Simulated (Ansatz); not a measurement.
Sr₃Ca, space group I4/mmm, a test of the smearing width

Computed with Ansatz 0.2.0, Python API.

The cells in order, each with its output:

```python
import ansatz
```

```python
sr3ca = (
    ansatz.Lattice.of([-2.992719, 2.992719, 5.956706], [2.992719, -2.992719, 5.956706], [2.992719, 2.992719, -5.956706])
    .atom('Sr', [0.75, 0.25, 0.5])
    .atom('Sr', [0.25, 0.75, 0.5])
    .atom('Sr', [0.5, 0.5, 0.0])
    .atom('Ca', [0.0, 0.0, 0.0])
)
```

```python
calculation = (
    sr3ca.calculation()
    .functional('LDA')
    .pseudopotentials('paw')
    .basis(470)
    .kpoints(6)
    .scf(tolerance=1e-10)
    .stress()
)

rows = []
for value in [0.25, 0.15, 0.1, 0.05, 0.025]:
    rep = calculation.occupations('cold', width=value).run().report
    rows.append((value, rep['free_energy_ev'] / len(rep['lattice']['sites']), rep['n_iterations'], sum(rep['stress_gpa'][i][i] for i in range(3)) / 3, rep['n_kpoints']))
```

```python
print('  width (eV)   F/atom (eV)    iterations       P (GPa)      k-points')
for row in rows:
    print(f'{str(row[0]):>12s}  {row[1]:12.5f}  {row[2]:12d}  {row[3]:12.3f}  {row[4]:12d}')

# the last row is the reference
for row in rows[:-1]:
    shift = 1000 * (row[1] - rows[-1][1])
    print(f'{row[0]}: {shift:+.2f} meV/atom' + ('  (within 1 meV)' if abs(shift) < 1 else ''))
```

      width (eV)   F/atom (eV)    iterations       P (GPa)      k-points
            0.25   -3026.33291             9        -1.740            30
            0.15   -3026.32989             9        -1.765            30
             0.1   -3026.32874             9        -1.781            30
            0.05   -3026.32808             9        -1.784            30
           0.025   -3026.32798             9        -1.792            30
    0.25: -4.93 meV/atom
    0.15: -1.91 meV/atom
    0.1: -0.76 meV/atom  (within 1 meV)
    0.05: -0.10 meV/atom  (within 1 meV)

Going from 0.025 to 0.25 eV changes F by -4.9 meV an atom. This scheme is built to cancel the term in the square of the width, but that needs a smooth density of states and a fine mesh, and here a sizeable shift remains. The pressure moves from -1.79 to -1.74 GPa.

What to keep in mind:
- The narrowest width needs the finest mesh, so the last row is no converged reference.
- Pressure is positive in compression.
- This cell is a computed structure, which may not be the phase found in nature.
- Wall time of the script: 49 s on 1 thread of Arm Neoverse V1, with other jobs on the host, peak memory 0.53 GiB.
